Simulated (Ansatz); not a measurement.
# GaH4+ (singlet): wave-function methods side by side at distance H3–H5 = 1.035 Å, cc-pVDZ

Aim: climb from Hartree-Fock through coupled cluster and multireference methods for GaH4+ (singlet) at one geometry and basis, and see what each rung misses.

The runs use Ansatz 0.2.0, Gaussian basis; cc-pVDZ, core rule «outside noble gas», up to 14 orbitals frozen.

The runs, in order: UHF; CCSD(T) on RHF; BCCD(T) on RHF; CISD; CCSDT(Q) on RHF; CASSCF and MRCISD+Q, 2 electrons in 2 orbitals; CASSCF and NEVPT2, 2 electrons in 2 orbitals; Full CI.

45 further runs of the same task are left out: 24 for a known fault of the program, 16 that didn't finish, 5 set aside as unsound or not needed.

## Step 1: The system

The geometry derives from a PBE0/def2-TZVP stationary point (not a proven minimum). One bond is set to the value named and the two fragments are kept rigid. No spin-orbit coupling is included. The filled d shell of Ga may be among the frozen orbitals whatever the setting's name suggests; the logs give the count.

5 atoms, charge 1, spin multiplicity 1.

Atoms are counted from 1 here; the program's logs count them from 0.

Bond lengths: Ga1–H2 1.527 Å, Ga1–H4 1.527 Å. Angles: H2–Ga1–H4 169.3°.

## Step 2: UHF

File in.yaml:

```yaml
crystal:
  periodic: [false, false, false]
  atoms:
    - {symbol: Ga, position_ang: [0.000000, 0.003689, -0.055194]}
    - {symbol: H, position_ang: [0.000000, 1.524362, -0.197915]}
    - {symbol: H, position_ang: [0.000000, 0.386211, 2.106890]}
    - {symbol: H, position_ang: [0.000000, -1.516984, -0.197915]}
    - {symbol: H, position_ang: [0.000000, -0.648789, 2.106890]}
basis:
  gaussian: {orbitals: cc-pVDZ}
total_charge: 1
magnetization: {spin_polarized: true, initial_magnetization: 0}
hamiltonian: {xc: hf}
output: {orbitals: {seedname: orbitals}}
```

Started as:

```sh
ansatz run in.yaml --threads 1 --pin off --events-out ev --progress --plain --max-ram 2393MiB
```

After this run come: CCSD(T) on RHF; BCCD(T) on RHF; CISD; CCSDT(Q) on RHF; CASSCF and MRCISD+Q, 2 electrons in 2 orbitals; CASSCF and NEVPT2, 2 electrons in 2 orbitals; Full CI.

**Question.** What will the summary of the whole plan be? Wanted: FCI below the RHF energy; RMP2 from FCI; RCCSD from FCI; RCCSD(T) from FCI; RCCSDT(Q) from FCI; NEVPT2 pair from FCI; T1 diagnostic; effectively unpaired electrons.

The runs gave:

```
                         quantity                                        value
         FCI below the RHF energy                                   -2.9822 eV
                    RMP2 from FCI                                   +773.7 meV
                   RCCSD from FCI                                    +38.9 meV
                RCCSD(T) from FCI                                    +10.4 meV
               RCCSDT(Q) from FCI                                     +0.3 meV
             NEVPT2 pair from FCI                                   +635.4 meV
levels within 1 kcal/mol (43 meV)  RCCSD, RCCSD(T), BCCD(T), RCCSDT, RCCSDT(Q)
                    T1 diagnostic                                        0.010
   effectively unpaired electrons                                         0.05
```

What this shows: RCCSD(T) lands +10.4 meV from the yardstick (0.3 % of the correlation energy). One determinant dominates. These misses are within one basis, not against nature.
